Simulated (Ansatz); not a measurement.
# C₂H₅BGe: a ladder of functionals and wavefunction methods

One table from this session's results is given with a row withheld; the runs are named, their logs left out.

Method: functionals in def2-TZVPP, the program's frozen cores in correlated methods; program: Ansatz 0.2.0, Gaussian basis.

Plan: LDA (SPW92), PBE-D4, revPBE-D4, BLYP-D4, r2SCAN-D4, B97M-V, PBE0-D4, B3LYP-D4, r2SCANh-D4, r2SCAN0-D4, HSE06-D4, BHLYP-D4, CAM-B3LYP-D4, LC-ωPBE, ωB97X-V, ωB97M-V, B2PLYP, PBE-QIDH; CCSD(T)/def2-SVP; CCSD(T)/def2-TZVPP; MP2/def2-QZVPP; extrapolation to the limit; RPA on PBE.

### The relaxed structure

The geometry comes from an earlier relaxation with PBE0-D4 in a triple-zeta def2 set; it is a stationary point, not always the lowest conformer.

SMILES `[BH]1C=[CH][GeH2]1`, 9 atoms, charge 0, spin multiplicity 1.

Atoms are counted from 1 here; the program's logs count them from 0.

Bond lengths: B1–C2 1.524 Å, B1–Ge4 2.067 Å, B1–H5 1.193 Å, C2–C3 1.360 Å, C2–H6 1.088 Å, C3–Ge4 1.975 Å, C3–H7 1.090 Å, Ge4–H8 1.537 Å, Ge4–H9 1.542 Å. Angles: C2–B1–Ge4 89.5°, C2–B1–H5 129.7°, Ge4–B1–H5 137.9°, B1–C2–C3 100.5°, B1–C2–H6 132.6°, C3–C2–H6 124.8°, C2–C3–Ge4 98.4°, C2–C3–H7 125.1°, Ge4–C3–H7 136.3°, B1–Ge4–C3 66.6°, B1–Ge4–H8 119.5°, B1–Ge4–H9 126.4°, C3–Ge4–H8 110.4°, C3–Ge4–H9 117.9°, H8–Ge4–H9 108.6°.

The first run:

Input file in.yaml:

```yaml
crystal:
  periodic: [false, false, false]
  atoms:
    - {symbol: B, position_ang: [-0.758974, 0.858241, -0.544819]}
    - {symbol: C, position_ang: [0.757781, 0.767748, -0.666732]}
    - {symbol: C, position_ang: [1.027783, -0.157718, 0.292848]}
    - {symbol: Ge, position_ang: [-0.770785, -0.961800, 0.434463]}
    - {symbol: H, position_ang: [-1.478228, 1.802192, -0.666044]}
    - {symbol: H, position_ang: [1.498971, 1.413418, -1.133639]}
    - {symbol: H, position_ang: [1.983397, -0.268663, 0.806158]}
    - {symbol: H, position_ang: [-0.842958, -2.260682, -0.384903]}
    - {symbol: H, position_ang: [-1.328386, -1.239237, 1.845568]}
basis:
  gaussian: {orbitals: def2-TZVPP}
hamiltonian: {xc: lda}
output: {orbitals: {seedname: orbitals}}
```

The run is started by

```console
$ ansatz run in.yaml --threads 2 --pin off --events-out ev --progress --plain --max-ram 4352MiB
```

Steps of the session up to this table: LDA; PBE-D4 (GGA); revPBE-D4 (GGA); BLYP-D4 (GGA); r2SCAN-D4 (meta-GGA); B97M-V (meta-GGA); B3LYP-D4 (hybrid); r2SCANh-D4 (hybrid); r2SCAN0-D4 (hybrid); HSE06-D4 (hybrid); BHLYP-D4 (hybrid); CAM-B3LYP-D4 (range-separated); LC-ωPBE (range-separated); ωB97X-V (range-separated); ωB97M-V (range-separated); B2PLYP (double hybrid); PBE-QIDH (double hybrid).

One of the session's tables, all rows but one given; the rest of the session is left out.

| functional | HOMO (eV) | LUMO (eV) | gap (eV) |
| --- | --- | --- | --- |
| LDA (SPW92) | -6.49 | -3.03 | 3.46 |
| PBE-D4 | -6.37 | -2.78 | 3.59 |
| revPBE-D4 | ? | ? | ? |
| BLYP-D4 | -6.24 | -2.60 | 3.65 |
| r2SCAN-D4 | -6.61 | -2.50 | 4.11 |
| B97M-V | -6.66 | -2.46 | 4.20 |
| PBE0-D4 | -7.49 | -1.75 | 5.73 |
| B3LYP-D4 | -7.30 | -1.95 | 5.35 |
| r2SCANh-D4 | -7.02 | -2.14 | 4.89 |
| r2SCAN0-D4 | -7.64 | -1.60 | 6.04 |
| HSE06-D4 | -7.09 | -2.14 | 4.95 |
| BHLYP-D4 | -8.51 | -0.62 | 7.89 |
| CAM-B3LYP-D4 | -8.80 | -0.59 | 8.21 |
| LC-ωPBE | -10.11 | 0.55 | 10.66 |
| ωB97X-V | -9.78 | 0.47 | 10.25 |
| ωB97M-V | -9.61 | 0.28 | 9.89 |

Estimate the missing values for revPBE-D4.

The run gave: HOMO (eV): -6.32; LUMO (eV): -2.68; gap (eV): 3.64. In the column «HOMO (eV)» it lies between PBE-D4 (-6.37) and BLYP-D4 (-6.24).
